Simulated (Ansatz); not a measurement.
# HBr (singlet): from Hartree-Fock to the top rungs at distance Br1–H2 = 1.581 Å, cc-pVTZ

An exercise on one series of results from a longer session: the logs are not shown, and one member is left open.

Method: cc-pVTZ, core rule «outside noble gas», up to 14 orbitals frozen; program: Ansatz 0.2.0, Gaussian basis.

Plan: UHF; CCSD(T) on RHF; BCCD(T) on RHF; CISD; CCSDT(Q) on RHF; CASSCF and MRCISD+Q, 2 electrons in 2 orbitals; CASSCF and NEVPT2, 2 electrons in 2 orbitals; CASSCF and MRCISD+Q, 8 electrons in 5 orbitals; CASSCF and NEVPT4(SD), 8 electrons in 5 orbitals; CASSCF and NEVPT2, 8 electrons in 5 orbitals.

11 further runs of the same task are left out: 9 that didn't finish, 2 set aside as unsound or not needed.

### The geometry

The geometry derives from a PBE0/def2-TZVP stationary point (not a proven minimum). One bond is set to the value named and the two fragments are kept rigid. No spin-orbit coupling is included. The filled d shell of Br may be among the frozen orbitals whatever the setting's name suggests; the logs give the count.

2 atoms, charge 0, spin multiplicity 1.

Atoms are counted from 1 here; the program's logs count them from 0.

Bond lengths: Br1–H2 1.581 Å.

Geometry (Å):

```xyz
2

Br    0.00000    0.00000    0.00000
H     0.00000    0.00000    1.58100
```

Set-up of the first run:

File in.yaml:

```yaml
crystal:
  periodic: [false, false, false]
  atoms:
    - {symbol: Br, position_ang: [0.000000, 0.000000, 0.000000]}
    - {symbol: H, position_ang: [0.000000, 0.000000, 1.581000]}
basis:
  gaussian: {orbitals: cc-pVTZ}
magnetization: {spin_polarized: true, initial_magnetization: 0}
hamiltonian: {xc: hf}
output: {orbitals: {seedname: orbitals}}
```

Command:

```console
$ ansatz run in.yaml --threads 1 --pin off --events-out ev --progress --plain --max-ram 2393MiB
```

Among the steps run: UHF; CCSD(T) on RHF; BCCD(T) on RHF; CISD; CCSDT(Q) on RHF; CASSCF and MRCISD+Q, 2 electrons in 2 orbitals; CASSCF and NEVPT2, 2 electrons in 2 orbitals; CASSCF and MRCISD+Q, 8 electrons in 5 orbitals; CASSCF and NEVPT4(SD), 8 electrons in 5 orbitals; CASSCF and NEVPT2, 8 electrons in 5 orbitals.

One of the session's tables, all rows but one given; the rest of the session is left out.

| method | from RCCSDT(Q) (meV) |
| --- | --- |
| RHF | +5503.4 |
| RMP2 | +746.6 |
| CISD | +460.5 |
| RCCSD | +204.3 |
| RCCSD(T) | +21.4 |
| BCCD(T) | ? |
| RCCSDT | +7.4 |
| RCCSDT(Q) | 0 |
| CASSCF pair | +4918.9 |
| NEVPT2 pair | +689.0 |
| MRCISD pair | +363.3 |
| MRCISD+Q pair | +46.4 |
| CASSCF valence | +4888.8 |
| NEVPT2 valence | +1127.1 |
| NEVPT4(SD) valence | +134.1 |
| MRCISD valence | +356.9 |
| MRCISD+Q valence | +45.6 |

Q: Estimate the row for BCCD(T) from the others.

The run gave: from RCCSDT(Q) (meV): +21.2. In the column «from RCCSDT(Q) (meV)» it lies between RCCSDT (+7.4) and RCCSD(T) (+21.4).
